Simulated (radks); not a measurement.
**Pd⁺ in [Kr] 4d8 5p1: an all-electron calculation**

An exercise on one series of results from a longer session: the logs are not shown, and one member is left open.

Program: radks (a radial shooting solver on a logarithmic mesh, Libxc functionals) version 1. Level of theory: Dirac Kohn-Sham, Wu-Cohen GGA, spin-unpolarised, spherical densities, point nucleus; open shells fill j = l - 1/2 first. These are calculated values, not measurements, unless marked.

## Starting point

```
element       : palladium (Z = 46)
charge        : +1
electrons     : 45
configuration : [Kr] 4d8 5p1
```

Set-up of the first run:

The run's settings:

```text
Z 46
configuration [Kr] 4d8 5p1 5s0 4f0 5d0 6p0
relativity Dirac
functional wc,pbe
spin unpolarised
j_filling energy
nucleus point
c 137.035999084
```

One of the session's tables, all rows but one given; the rest of the session is left out.

It belongs to the step «Shells». Sizes of the orbitals, from the radial functions (bohr):

```
level      <r>  outermost maximum (interpolated)  90 % within  nodes
1s1/2  0.03186                            0.0207       0.0571      0
2s1/2        ?                                 ?            ?      ?
2p1/2   0.1171                            0.0905        0.192      0
2p3/2   0.1221                            0.0947        0.199      0
3s1/2   0.3792                             0.342        0.559      2
3p1/2   0.3713                             0.328        0.560      1
3p3/2   0.3821                             0.338        0.576      1
3d3/2   0.3557                             0.281        0.564      0
3d5/2   0.3592                             0.283        0.569      0
4s1/2   0.9420                             0.850         1.37      3
4p1/2    1.013                             0.891         1.50      2
4p3/2    1.043                             0.916         1.54      2
4d3/2    1.383                              1.07         2.19      1
4d5/2    1.400                              1.08         2.23      1
5s1/2    2.730                              2.34         4.02      4
5p1/2    3.419                              2.86         5.12      3
5p3/2    3.525                              2.95         5.28      3
```

Q: Estimate the row for 2s1/2 from the others.

The run gave: <r>: 0.1380; outermost maximum (interpolated): 0.117; 90 % within: 0.214; nodes: 1. In the column «<r>» it lies between 2p3/2 (0.1221) and 3d3/2 (0.3557).
